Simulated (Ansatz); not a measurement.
Crystal: LiCuAuO2.

```
Au Cu O Li
1.0
     1.63720    0.94524    6.41882
    -1.63720    0.94524    6.41882
     0.00000   -1.89048    6.41882
Au Cu O Li
1 1 2 1
Direct
  0.99179 0.99179 0.99179
  0.51580 0.51580 0.51580
  0.10092 0.10092 0.10092
  0.88422 0.88422 0.88422
  0.75726 0.75726 0.75726
```

The cell comes from a database or a generator and needn't be the stable form of this composition.

| Property | Result |
| --- | --- |
| Program | Ansatz 0.2.0 |
| Task | relaxation of cell and atoms |
| Functional | PBE |
| Dispersion | D3(BJ)-ATM |
| Potentials or basis | Ansatz PAW |
| Cutoff | 420 eV (not typed: the program's choice for these potentials) |
| k mesh | 9 × 9 × 9 |
| Occupations | fermi-dirac, width 0.05 eV |
| Spin | no spin polarisation |

At the start: volume 11.92 Å³/atom.

Q: Where does the relaxation end?

A: It ends after 10 steps and the volume is 11.60 Å³/atom (-2.7 %); space group R3m (No. 160, to 0.05 Å).

Step by step:
| step | energy change (eV) | largest force (eV/Å) | volume (Å³) |
| --- | --- | --- | --- |
| 1 | 0.0000 | 0.3345 | 59.60 |
| 2 | -0.0348 | 0.1766 | 58.23 |
| 3 | -0.0445 | 0.1405 | 57.47 |
| 4 | -0.0495 | 0.0466 | 57.62 |
| 5 | -0.0507 | 0.0276 | 57.82 |
| 6 | -0.0510 | 0.0237 | 58.05 |
| 7 | -0.0509 | 0.0020 | 58.08 |
| 8 | -0.0469 | 0.0020 | 58.08 |
| 9 | -0.0471 | 0.0048 | 58.01 |
| 10 | -0.0469 | 0.0048 | 58.01 |

Final structure:
```
Au Cu O Li
1.0
     1.62452    0.93792    6.34560
    -1.62452    0.93792    6.34560
     0.00000   -1.87583    6.34560
Au Cu O Li
1 1 2 1
Direct
  0.99035 0.99035 0.99035
  0.52018 0.52018 0.52018
  0.09747 0.09747 0.09747
  0.88211 0.88211 0.88211
  0.75989 0.75989 0.75989
```

Caveat: the plane-wave basis is chosen anew once the cell has moved, so the energies of steps on either side of that aren't comparable; the pressure holds a Pulay correction of +0.5 GPa for the finite cutoff; an odd number of electrons without spin polarisation forces a metal; a magnetic or distorted state may lie lower; the run has no spin polarisation, though such a crystal can be magnetic; pairwise dispersion overbinds metals, which lowers pressure and volume.
